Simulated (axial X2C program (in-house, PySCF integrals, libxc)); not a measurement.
# PdAs: from the state search to constants

Aim: find the lowest determinant of PdAs, scan the bond at several levels and fit the constants, once spin-free and once with spin–orbit coupling.

The runs use an in-house X2C program for linear molecules on PySCF integrals; all-electron X2C, Pd dyall-cv3z, As dyall-cv3z.

All values are calculated.

### 1 Set-up

The input, task.json:

```json
{
 "zs": [
  46,
  33
 ],
 "q": 0,
 "bas": [
  "dyall-cv3z",
  "dyall-cv3z"
 ],
 "levels": [
  "PBE0",
  "HF",
  "PBEsol"
 ],
 "cc": true,
 "r0": 2.41,
 "thr": -2.0,
 "nmax": 90,
 "npts": 10,
 "nst": 2,
 "ntry": 6
}
```

Keys: zs atomic numbers; q charge; bas basis sets; levels methods (HF also brings MP2); cc coupled cluster on or off; r0 starting distance in Å; thr threshold in hartree for freezing inner shells (an s shell follows its p shell); nmax most natural virtual spinors; npts points asked for on the curve; nst determinants followed; ntry starts of the search.

Launch:

```console
$ python so2c.py task.json out
```

Spin-free means the one-electron spin-free X2C Hamiltonian; two-component (2c) means X2C with spin–orbit coupling and atomic mean-field two-electron Coulomb and Gaunt terms. Basis: Pd dyall-cv3z contracted to [12s12p8d5f3g], As dyall-cv3z contracted to [9s9p6d4f1g]; Gaussian nuclei, density fitting. Masses: Pd 105.903 u, As 74.922 u.

Notation: σ, π±, δ± give the projection m of an orbital's angular momentum (0, ±1, ±2), α and β its spin, Λ and M_S the sums; ω is the projection of a spinor's total angular momentum and Ω the sum. Logs are in hartree.

The results follow Hamiltonian by Hamiltonian and level by level.

### 2 Search for the lowest determinant

PBE0 moves the distance from 2.410 Å to 2.280 Å and compares determinants there.

Spin-free determinants:

```csv
ΔE (eV),state,open shells
0.00,"M_S = 3/2, Λ = 0","beyond closed shells: σα, π+α, π-α"
0.26,"M_S = 1/2, Λ = 0","beyond closed shells: σβ, π+α, π-α"
0.45,"M_S = 1/2, Λ = 1",beyond closed shells: π+α
0.91,"M_S = 1/2, Λ = 2","beyond closed shells: σα, π+α, π+β"
0.91,"M_S = 1/2, Λ = 0","beyond closed shells: σα, π+β, π-α"
1.26,"M_S = 3/2, Λ = 2","beyond closed shells: π+α, π-α, δ+α, δ+β, δ-α"
1.31,"M_S = 1/2, Λ = 2","beyond closed shells: π+α, π-α, δ+α, δ+β, δ-β"
```

Two-component determinants:

```json
{"ΔE (eV)": "0.00", "state": "Ω = 3/2", "open shells": "excess of +ω over −ω: ω = 3/2"}
{"ΔE (eV)": "0.25", "state": "Ω = 1/2", "open shells": "excess of +ω over −ω: 2 × ω = -1/2, ω = 3/2"}
{"ΔE (eV)": "0.34", "state": "Ω = 1/2", "open shells": "excess of +ω over −ω: ω = 1/2"}
{"ΔE (eV)": "0.90", "state": "Ω = 5/2", "open shells": "excess of +ω over −ω: 2 × ω = 1/2, ω = 3/2"}
{"ΔE (eV)": "1.08", "state": "Ω = 1/2", "open shells": "excess of +ω over −ω: ω = 1/2"}
{"ΔE (eV)": "1.09", "state": "Ω = 7/2", "open shells": "excess of +ω over −ω: ω = -1/2, ω = 3/2, ω = 5/2"}
{"ΔE (eV)": "1.15", "state": "Ω = 3/2", "open shells": "excess of +ω over −ω: ω = 1/2, ω = -3/2, ω = 5/2"}
```

### 3 PBE0, spin-free

State followed: M_S = 3/2, Λ = 0 (beyond closed shells: σα, π+α, π-α). The scan is laid around 2.280 Å, a first estimate of the minimum, and this SCF restarts from the orbitals of the search.

The SCF at the reference distance of 2.280 Å:

```text
spin-free X2C-1e  PBE0
basis functions 253  fitting functions 1261  grid points 5800
iter        total energy     max residual
   1      -7305.598054520     7.53e-06
   2      -7305.598054525     8.24e-06
   3      -7305.598054526     3.69e-06
converged
one-electron -10809.46620923  Coulomb 3380.72408700  exact exchange -56.35910315  xc functional -172.81744589  nuclear repulsion 352.32061674
```

Along the bond, energies from the lowest point:

```csv
R (Å),E (eV),μ (D),HOMO (eV),LUMO (eV),iterations
1.984,0.7664,-2.03,-5.74,-3.50,14
2.075,0.2990,-2.09,-5.80,-3.48,13
2.143,0.1104,-2.11,-5.85,-3.47,13
2.212,0.0197,-2.11,-5.91,-3.45,13
2.280,0.0000,-2.11,-5.96,-3.42,3
2.360,0.0398,-2.10,-6.02,-3.40,14
2.440,0.1254,-2.08,-6.07,-3.37,14
2.542,0.2762,-2.04,-6.14,-3.34,14
2.668,0.4916,-1.98,-6.21,-3.31,14
2.850,0.8144,-1.83,-6.27,-3.28,14
```

Dipoles are positive if As is the positive end.

Outer orbitals at the reference distance:

```csv
symmetry,occupied,ε (eV),atomic character
σα,yes,-16.81,"71% As s, 10% Pd p, 10% Pd d"
σβ,yes,-14.62,"68% As s, 13% Pd d, 10% Pd p"
σα,yes,-8.88,"65% Pd d, 28% As p, 4% As s"
π+α,yes,-8.58,"78% Pd d, 19% As p"
π-α,yes,-8.58,"78% Pd d, 19% As p"
σβ,yes,-7.71,"61% Pd d, 28% As p, 7% As s"
π+β,yes,-7.71,"91% Pd d, 7% As p"
π-β,yes,-7.71,"91% Pd d, 7% As p"
δ-α,yes,-7.55,100% Pd d
δ+α,yes,-7.55,100% Pd d
δ-β,yes,-7.12,100% Pd d
δ+β,yes,-7.12,100% Pd d
σα,yes,-6.33,"45% As p, 30% Pd s, 23% Pd d"
π+α,yes,-5.96,"65% As p, 24% Pd d, 7% Pd p"
π-α,yes,-5.96,"65% As p, 24% Pd d, 7% Pd p"
σβ,no,-3.42,"38% As p, 37% Pd s, 24% Pd d"
π-β,no,-2.39,"71% As p, 16% Pd p, 10% Pd d"
π+β,no,-2.39,"71% As p, 16% Pd p, 10% Pd d"
σα,no,-1.87,"49% Pd s, 33% Pd p, 11% As p"
```

PBE0 fields in the half plane through the axis: z from -2.4 to 4.5 Å across, distance from the axis 0.15 to 2.25 Å upwards; Pd lies at z = 0 and As at z = 2.280 Å; the ELF is damped to zero where the density is low.

log10 density (e/bohr³). Ten even steps from '0' (-4.66 ) to '9' (1.76 ):
```
000112222222222222221110
001122233333333333322211
011223333333333443333221
012233444444444444433221
112334455554445555443322
122345566655555555544332
122345677765556776554332
123345789876557897654432
```

ELF. Ten even steps from '0' (0.00 ) to '9' (0.84 ):
```
000000000000112343321000
000000011111134566643100
000001111112246888875310
000001122222368999987420
000011233322478889998631
000012467643564225898641
000013797963542562499742
000013828274534746289742
```

Re = 2.269 Å, ωe = 265.3 cm⁻¹, ωexe = 0.97 cm⁻¹, Be = 0.07464 cm⁻¹, De = 1.89 eV, μ = -2.11 D.

### 4 HF, spin-free

The SCF at the reference distance of 2.280 Å:

```text
spin-free X2C-1e  HF
basis functions 253  fitting functions 1261  grid points 5800
iter        total energy     max residual
   1      -7301.857918074     3.08e-01
   2      -7301.896765586     7.66e-03
   3      -7301.900464024     5.63e-03
   4      -7301.901933491     3.39e-03
   5      -7301.902853169     3.15e-03
   6      -7301.903466049     2.11e-03
   7      -7301.903737856     1.37e-03
   8      -7301.903858630     7.77e-04
   9      -7301.903918593     7.58e-04
  10      -7301.903965778     7.90e-04
  11      -7301.904005771     8.09e-04
  12      -7301.904037190     8.14e-04
  13      -7301.904017076     7.96e-04
  14      -7301.904033402     8.01e-04
  15      -7301.904041963     8.02e-04
  16      -7301.904035034     7.95e-04
  17      -7301.904033808     7.94e-04
  18      -7301.904025757     7.92e-04
  19      -7301.904018014     7.88e-04
  20      -7301.903984418     7.69e-04
  21      -7301.903953551     7.54e-04
  22      -7301.903937883     7.51e-04
  23      -7301.903645670     1.46e-03
  24      -7301.903610380     9.58e-04
  25      -7301.903624666     6.65e-04
  26      -7301.903577453     7.45e-04
  27      -7301.903571422     6.56e-04
  28      -7301.903664107     6.97e-04
  29      -7301.903588849     7.19e-04
  30      -7301.903554944     6.99e-04
  31      -7301.903644289     6.71e-04
  32      -7301.903747103     7.25e-04
  33      -7301.903890411     8.40e-04
  34      -7301.903696971     1.01e-03
  35      -7301.903484466     1.34e-03
  36      -7301.903122749     2.12e-03
  37      -7301.903000489     1.90e-03
  38      -7301.902993819     1.59e-03
  39      -7301.903401820     1.40e-03
  40      -7301.903220605     1.30e-03
  41      -7301.903364464     1.00e-03
  42      -7301.903519765     1.14e-03
  43      -7301.903486344     8.54e-04
  44      -7301.903607048     1.07e-03
  45      -7301.903767163     1.20e-03
  46      -7301.903526894     1.38e-03
  47      -7301.903522390     9.90e-04
  48      -7301.903544729     9.00e-04
  49      -7301.903790493     1.60e-03
  50      -7301.903848268     1.17e-03
  51      -7301.903668039     1.15e-03
  52      -7301.903857309     9.36e-04
  53      -7301.904259274     2.13e-03
  54      -7301.903979191     1.19e-03
  55      -7301.903907719     1.01e-03
  56      -7301.903773265     1.18e-03
  57      -7301.903806231     9.45e-04
  58      -7301.903702938     9.95e-04
  59      -7301.903575777     1.10e-03
  60      -7301.903620740     9.28e-04
  61      -7301.903488965     1.03e-03
  62      -7301.903526572     7.37e-04
  63      -7301.903265294     1.46e-03
  64      -7301.903713377     1.78e-03
  65      -7301.903842480     1.41e-03
  66      -7301.904104311     1.80e-03
  67      -7301.904013592     1.08e-03
  68      -7301.903683661     1.52e-03
  69      -7301.903422686     1.72e-03
  70      -7301.903706405     1.40e-03
  71      -7301.903897727     1.63e-03
  72      -7301.903933073     1.23e-03
  73      -7301.903779566     9.89e-04
  74      -7301.903681240     1.00e-03
  75      -7301.903628549     8.74e-04
  76      -7301.903960257     1.55e-03
  77      -7301.904018230     1.04e-03
  78      -7301.904024639     8.65e-04
  79      -7301.903540058     1.93e-03
  80      -7301.903375630     1.52e-03
NOT converged
one-electron -10811.19436158  Coulomb 3382.66519746  exact exchange -225.69482826  xc functional 0.00000000  nuclear repulsion 352.32061674
```

No constants are quoted: the solution changes its character somewhere along the scan, so the fit is set aside.

### 5 PBEsol, spin-free

The SCF at the reference distance of 2.280 Å:

```text
spin-free X2C-1e  PBEsol
basis functions 253  fitting functions 1261  grid points 5800
iter        total energy     max residual
   1      -7301.360594133     3.79e-01
   2      -7301.358667314     2.47e-02
   3      -7301.195772892     9.61e-02
   4      -7301.367326608     1.22e-02
   5      -7301.370467851     3.87e-03
   6      -7301.370652063     2.85e-03
   7      -7301.370817784     2.81e-04
   8      -7301.370819596     1.05e-04
   9      -7301.370819782     4.62e-06
  10      -7301.370819780     1.23e-05
  11      -7301.370819783     1.21e-06
  12      -7301.370819783     5.97e-07
converged
one-electron -10807.33454574  Coulomb 3378.44230258  exact exchange 0.00000000  xc functional -224.79919336  nuclear repulsion 352.32061674
```

Re = 2.234 Å, ωe = 291.5 cm⁻¹, ωexe = 0.969 cm⁻¹, Be = 0.07697 cm⁻¹, De = 2.62 eV, μ = -1.81 D.

### 6 MP2, spin-free

Correlated methods: 15 electrons correlated (frozen shells, counted by type: Pd 4 s, 3 p, 1 d; As 3 s, 2 p, 1 d), 323 virtual spinors in MP2.

MP2: No constants are quoted: the reference changes its character somewhere along the scan, so the fit is set aside.

### 7 A higher determinant, spin-free

State: M_S = 1/2, Λ = 0 (beyond closed shells: σβ, π+α, π-α).

Output at the reference distance:

```text
spin-free X2C-1e  PBE0
basis functions 253  fitting functions 1261  grid points 5800
iter        total energy     max residual
   1      -7305.588516611     7.67e-06
   2      -7305.588516617     6.04e-06
   3      -7305.588516618     6.58e-06
converged
one-electron -10809.04551548  Coulomb 3380.29381718  exact exchange -56.35330237  xc functional -172.80413269  nuclear repulsion 352.32061674
```

```
R (Å)  E above the lowest PBE0 point (eV)
1.984                               1.079
2.075                               0.591
2.143                               0.389
2.212                               0.288
2.280                               0.260
2.360                               0.291
2.440                               0.369
2.542                               0.514
2.668                               0.729
```

Re = 2.280 Å, ωe = 261.3 cm⁻¹, ωexe = 0.912 cm⁻¹, Be = 0.07392 cm⁻¹, μ = -2.29 D. ⟨S²⟩ = 1.76 against 0.75 for a pure state, so this determinant mixes spins. Te = 0.26 eV.

### 8 The spin-free curves together

Energy (eV) of the followed determinant, spin-free, from each level's lowest point:

```csv
R (Å),PBE0,HF (jumps),MP2 (its reference jumps),PBEsol
1.984,0.766,1.397,0.534,0.660
2.075,0.299,0.828,0.123,0.224
2.143,0.110,0.554,0.000,0.062
2.212,0.020,0.352,0.395,0.000
2.280,0.000,n/a,n/a,0.010
2.360,0.040,n/a,n/a,0.085
2.440,0.125,0.008,0.916,0.206
2.542,0.276,0.000,1.115,0.401
2.668,0.492,0.068,1.368,0.666
2.850,0.814,0.261,1.736,1.055
```

[end of part 1 of 2]
